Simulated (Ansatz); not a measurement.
Molecular dynamics of Li7Cl8

The input (input.yaml):

```yaml
crystal:
  lattice:
    - [0.0, 5.19443, 5.19443]
    - [5.19443, 0.0, 5.19443]
    - [5.19443, 5.19443, 0.0]
  atoms:
    - { symbol: Li, position: [0.0, 0.0, 0.0] }
    - { symbol: Cl, position: [0.25, 0.25, 0.25] }
    - { symbol: Li, position: [0.0, 0.0, 0.5] }
    - { symbol: Cl, position: [0.25, 0.25, 0.75] }
    - { symbol: Li, position: [0.0, 0.5, 0.0] }
    - { symbol: Cl, position: [0.25, 0.75, 0.25] }
    - { symbol: Li, position: [0.0, 0.5, 0.5] }
    - { symbol: Cl, position: [0.25, 0.75, 0.75] }
    - { symbol: Li, position: [0.5, 0.0, 0.0] }
    - { symbol: Cl, position: [0.75, 0.25, 0.25] }
    - { symbol: Cl, position: [0.75, 0.25, 0.75] }
    - { symbol: Li, position: [0.5, 0.5, 0.0] }
    - { symbol: Cl, position: [0.75, 0.75, 0.25] }
    - { symbol: Li, position: [0.5, 0.5, 0.5] }
    - { symbol: Cl, position: [0.75, 0.75, 0.75] }
basis:
  ecutwfc: 420.0
kpoints:
  mp_grid: { grid: [2, 2, 2] }
hamiltonian:
  xc: pbe
  dispersion: d3bj
scf:
  occupations: { method: fermi_dirac, width: 0.05 }
  lower_state_search: "off"
  convergence: { dr2_threshold: 0.01 }
  max_iter: 96
md:
  timestep: 1
  n_steps: 180
  ensemble: nvt_langevin
  temperature: 1200.0
  initial_velocities: maxwell_boltzmann
  seed: 963104
  friction: 0.01
```

Launched with:

```bash
$ ansatz run input.yaml --threads 1 --pin off --max-ram 3072MiB --backend cpu --events-out ev --progress --plain --runs-dir out
```

It starts from an unrelaxed structure (largest force component 0.21 eV/Å).

Output, in part (step lines):

```
md step     0: t =     0.00 fs  T =  1120.0 K  F+E_penalty+E_count = -10096.27227134 eV  E_kin = 2.171568 eV  (6 SCF iters)
md step     1: t =     1.00 fs  T =  1154.9 K  F+E_penalty+E_count = -10096.26708039 eV  E_kin = 2.239151 eV  (6 SCF iters)
md step     2: t =     2.00 fs  T =  1116.0 K  F+E_penalty+E_count = -10096.25843570 eV  E_kin = 2.163863 eV  (6 SCF iters)
md step     3: t =     3.00 fs  T =  1083.1 K  F+E_penalty+E_count = -10096.24663871 eV  E_kin = 2.100084 eV  (6 SCF iters)
md step     4: t =     4.00 fs  T =  1081.9 K  F+E_penalty+E_count = -10096.23124475 eV  E_kin = 2.097631 eV  (6 SCF iters)
md step     5: t =     5.00 fs  T =  1083.8 K  F+E_penalty+E_count = -10096.21176342 eV  E_kin = 2.101291 eV  (2 SCF iters)
md step     6: t =     6.00 fs  T =  1042.2 K  F+E_penalty+E_count = -10096.18823226 eV  E_kin = 2.020754 eV  (2 SCF iters)
md step     7: t =     7.00 fs  T =  1034.7 K  F+E_penalty+E_count = -10096.16085914 eV  E_kin = 2.006266 eV  (2 SCF iters)
[... lines left out ...]
md step   178: t =   178.00 fs  T =   965.2 K  F+E_penalty+E_count = -10094.12572907 eV  E_kin = 1.871358 eV  (2 SCF iters)
md step   179: t =   179.00 fs  T =   922.2 K  F+E_penalty+E_count = -10094.18593141 eV  E_kin = 1.788072 eV  (2 SCF iters)
md step   180: t =   180.00 fs  T =   967.3 K  F+E_penalty+E_count = -10094.25108985 eV  E_kin = 1.875499 eV  (3 SCF iters)
```

The steps, from the saved trajectory:

| time (fs) | T (K) | potential energy less start (eV) |
| --- | --- | --- |
| 0.0 | 1120 | 0.000 |
| 6.0 | 1042 | 0.084 |
| 12.0 | 1055 | 0.314 |
| 18.0 | 794 | 0.659 |
| 24.0 | 472 | 1.003 |
| 30.0 | 511 | 1.266 |
| 36.0 | 533 | 1.408 |
| 42.0 | 690 | 1.378 |
| 48.0 | 801 | 1.319 |
| 54.0 | 845 | 1.276 |
| 60.0 | 910 | 1.227 |
| 66.0 | 935 | 1.194 |
| 72.0 | 952 | 1.182 |
| 78.0 | 778 | 1.162 |
| 84.0 | 942 | 1.130 |
| 90.0 | 919 | 1.142 |
| 96.0 | 855 | 1.047 |
| 102.0 | 728 | 0.961 |
| 108.0 | 782 | 1.020 |
| 114.0 | 706 | 1.223 |
| 120.0 | 729 | 1.470 |
| 126.0 | 609 | 1.721 |
| 132.0 | 662 | 1.718 |
| 138.0 | 865 | 1.542 |
| 144.0 | 1053 | 1.423 |
| 150.0 | 1165 | 1.398 |
| 156.0 | 1328 | 1.536 |
| 162.0 | 1148 | 1.876 |
| 168.0 | 915 | 2.177 |
| 174.0 | 806 | 2.303 |
| 180.0 | 967 | 2.021 |

The run went to its last step. The mean temperature of the second half is 27 % below the set value. A run of 0.18 ps of so small a system gives no equilibrium averages. The SCF threshold is loose, so the forces are noisy. Limits of this set-up: coarse k mesh, odd electron count without spin.

Mean squared displacements from the first frame to the last, about the centre of mass: Li 0.48 Å², Cl 0.21 Å².

Last frame:

```xyz
15
Lattice="0.0000 5.1944 5.1944 5.1944 0.0000 5.1944 5.1944 5.1944 0.0000" Properties=species:S:1:pos:R:3
Li 0.103 -0.607 -0.528
Cl 1.939 2.176 2.680
Li 2.103 2.651 0.188
Cl 4.881 4.847 2.040
Li 2.834 -0.204 2.482
Cl 5.276 2.714 5.075
Li 5.574 2.280 2.248
Cl 7.094 5.330 4.820
Li -0.618 2.446 2.333
Cl 2.433 5.032 4.891
Cl 4.578 7.847 4.888
Li 3.082 2.934 4.578
Cl 4.874 5.080 7.869
Li 4.864 5.788 4.350
Cl 7.787 7.555 6.919
```

The run took 10 min on 1 thread of Arm Neoverse V1, with other jobs on the host, peak memory 0.55 GiB.
